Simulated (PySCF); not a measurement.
# C10HF5O3: the cost of one run

Programs: PySCF 2.14.0, with density-fitted response routines of our own. Each step states its level of theory. These are calculated values for one molecule in the gas phase, unless marked as measured. Atoms are numbered from 0 throughout.

**1. The starting structure**

19 atoms, charge 0, multiplicity 1; geometry from: GFN2-xTB.

Bonds of the start (Å): O0–C1 1.20, C1–O2 1.33, C1–C3 1.49, C3–C4 1.35, C4–F5 1.32, C4–C6 1.51, C6–O7 1.20, C6–C8 1.50, C8–C9 1.38, C9–F10 1.32, C9–C11 1.41, C11–F12 1.33, C11–C13 1.39, C13–F14 1.33, C13–C15 1.41, C15–F16 1.33, C15–C17 1.38, C17–C3 1.47, C17–C8 1.41, O2–H18 0.97.

**2. Relaxing the molecule at PBE0-D3(BJ)/def2-SVP**

The job: settings as JSON, then the geometry in Å.

```
{"job": {"xc": "PBE0", "basis": "def2-SVP", "d3": "d3bj", "grid": 1, "kind": "geom"}, "charge": 0, "multiplicity": 1}
O     -3.534190    -0.834160     1.428490
C     -2.763320    -0.844090     0.513390
O     -2.786930    -1.717230    -0.489020
C     -1.651210     0.138740     0.337470
C     -1.743590     1.482820     0.384290
F     -2.833910     2.195350     0.580300
C     -0.417650     2.141500     0.113380
O     -0.172650     3.311400     0.067430
C      0.495510     0.974600    -0.086160
C      1.846700     0.936310    -0.353020
F      2.566480     2.037740    -0.496150
C      2.478100    -0.315080    -0.476450
F      3.780410    -0.377470    -0.744770
C      1.748370    -1.482800    -0.310680
F      2.353410    -2.662260    -0.410670
C      0.370500    -1.437020    -0.031730
F     -0.282340    -2.582620     0.146450
C     -0.252550    -0.210980     0.061980
H     -3.495680    -2.369690    -0.367550
```

**Question.** How long does this first job take on 8 threads of Intel Xeon at 2.50GHz (Skylake/Cascade Lake), shared host?

About 12 min.
